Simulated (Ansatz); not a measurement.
**C2H3AlF3N: how energies converge with the basis set**

The task here is to estimate one member of a computed series from the others.

Computed with Ansatz 0.2.0, Gaussian basis. Level: one geometry, several basis sets.

The runs, in order: PBE0-D4/def2-SVP; ωB97M-V/def2-SVP; PBE0-D4/def2-QZVPP; ωB97M-V/def2-QZVPP; the functionals' def2-TZVPP values are taken from earlier runs.

## The relaxed structure

All runs share one geometry, relaxed beforehand with PBE0-D4 in a triple-zeta def2 set.

SMILES `CC#[N+][Al-]([F])([F])[F]`, 10 atoms, charge 0, spin multiplicity 1.

Atoms are counted from 1 here; the program's logs count them from 0.

Bond lengths: C1–C2 1.440 Å, C1–H8 1.091 Å, C1–H9 1.091 Å, C1–H10 1.091 Å, C2–N3 1.141 Å, N3–Al4 1.976 Å, Al4–F5 1.653 Å, Al4–F6 1.653 Å, Al4–F7 1.653 Å. Angles: C2–C1–H8 109.5°, C2–C1–H9 109.5°, C2–C1–H10 109.5°, H8–C1–H9 109.5°, H8–C1–H10 109.5°, H9–C1–H10 109.5°, C1–C2–N3 180.0°, C2–N3–Al4 180.0°, N3–Al4–F5 100.7°, N3–Al4–F6 100.7°, N3–Al4–F7 100.7°, F5–Al4–F6 116.6°, F5–Al4–F7 116.6°, F6–Al4–F7 116.6°.

Set-up of the first run:

in.yaml reads:

```yaml
crystal:
  periodic: [false, false, false]
  atoms:
    - {symbol: C, position_ang: [-0.166812, -1.192201, 1.853876]}
    - {symbol: C, position_ang: [-0.052286, -0.418203, 0.645413]}
    - {symbol: N, position_ang: [0.038248, 0.195229, -0.312485]}
    - {symbol: Al, position_ang: [0.194617, 1.257690, -1.971518]}
    - {symbol: F, position_ang: [1.834707, 1.269606, -2.176181]}
    - {symbol: F, position_ang: [-0.502340, 2.678391, -1.494129]}
    - {symbol: F, position_ang: [-0.675599, 0.321670, -3.019684]}
    - {symbol: H, position_ang: [-0.618850, -2.158720, 1.625299]}
    - {symbol: H, position_ang: [-0.793288, -0.657942, 2.570018]}
    - {symbol: H, position_ang: [0.824802, -1.346620, 2.282292]}
basis:
  gaussian: {orbitals: def2-SVP}
hamiltonian: {xc: pbe0, dispersion: d4}
output: {orbitals: {seedname: orbitals}}
```

Started as:

```
> ansatz run in.yaml --threads 4 --pin off --events-out ev --progress --plain --max-ram 10444MiB
```

Among the steps run: PBE0-D4 in def2-SVP; ωB97M-V in def2-SVP; PBE0-D4 in def2-QZVPP; ωB97M-V in def2-QZVPP.

One of the session's tables, all rows but one given; the rest of the session is left out.

It belongs to the step «Functionals by basis». 

```
functional       basis  HOMO (eV)
   PBE0-D4    def2-SVP      -9.60
   PBE0-D4  def2-TZVPP      -9.99
   PBE0-D4  def2-QZVPP     -10.06
   ωB97M-V    def2-SVP     -12.08
   ωB97M-V  def2-TZVPP     -12.53
   ωB97M-V  def2-QZVPP          ?
```

Q: Estimate the row for ωB97M-V, def2-QZVPP from the others.

As computed: HOMO (eV): -12.62. In the column «HOMO (eV)» it is the lowest.
